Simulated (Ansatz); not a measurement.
# BClH7NSi2: the cost of one run

The runs use Ansatz 0.2.0, Gaussian basis; the settings change from run to run.

## (1) The geometry

The structure was relaxed beforehand with PBE0-D4 in a triple-zeta def2 set.

SMILES `BN([SiH3])[SiH2]Cl`, 12 atoms, charge 0, spin multiplicity 1.

Atoms are counted from 1 here; the program's logs count them from 0.

Bond lengths: B1–N2 1.412 Å, B1–H6 1.198 Å, B1–H7 1.201 Å, N2–Si3 1.762 Å, N2–Si4 1.734 Å, Si3–H8 1.485 Å, Si3–H9 1.482 Å, Si3–H10 1.482 Å, Si4–Cl5 2.055 Å, Si4–H11 1.479 Å, Si4–H12 1.476 Å. Angles: N2–B1–H6 120.3°, N2–B1–H7 119.0°, H6–B1–H7 120.6°, B1–N2–Si3 117.6°, B1–N2–Si4 121.1°, Si3–N2–Si4 121.2°, N2–Si3–H8 107.5°, N2–Si3–H9 110.3°, N2–Si3–H10 109.6°, H8–Si3–H9 109.7°, H8–Si3–H10 110.0°, H9–Si3–H10 109.8°, N2–Si4–Cl5 109.9°, N2–Si4–H11 110.1°, N2–Si4–H12 109.3°, Cl5–Si4–H11 106.4°, Cl5–Si4–H12 108.6°, H11–Si4–H12 112.5°.

## (2) SPW92/6-31G*

Set apart from the defaults: charge +1, multiplicity 2.

Contents of in.yaml:

```yaml
crystal:
  periodic: [false, false, false]
  atoms:
    - {symbol: B, position_ang: [0.842441, 1.452626, -0.097470]}
    - {symbol: N, position_ang: [0.186135, 0.203056, -0.045693]}
    - {symbol: Si, position_ang: [0.127976, -0.626015, 1.507742]}
    - {symbol: Si, position_ang: [-0.583273, -0.463508, -1.449902]}
    - {symbol: Cl, position_ang: [-2.622661, -0.462628, -1.196015]}
    - {symbol: H, position_ang: [0.880611, 2.073836, -1.120587]}
    - {symbol: H, position_ang: [1.362609, 1.879218, 0.897264]}
    - {symbol: H, position_ang: [-0.504359, -1.950915, 1.284475]}
    - {symbol: H, position_ang: [-0.677486, 0.153651, 2.477037]}
    - {symbol: H, position_ang: [1.504584, -0.803764, 2.027422]}
    - {symbol: H, position_ang: [-0.184623, -1.877323, -1.625436]}
    - {symbol: H, position_ang: [-0.254955, 0.366467, -2.624937]}
basis:
  gaussian: {orbitals: "6-31G*"}
total_charge: 1
magnetization: {spin_polarized: true, initial_magnetization: 1}
hamiltonian: {xc: {name: SPW92}}
```

Command:

```sh
> ansatz run in.yaml --threads 4 --pin off --events-out ev --progress --plain --max-ram 10444MiB
```

**Question.** How long does this run take on 4 threads of Intel Xeon at 2.80GHz, shared host, and how much memory does it need?

About 4.1 s, with a peak of 0.28 GiB.
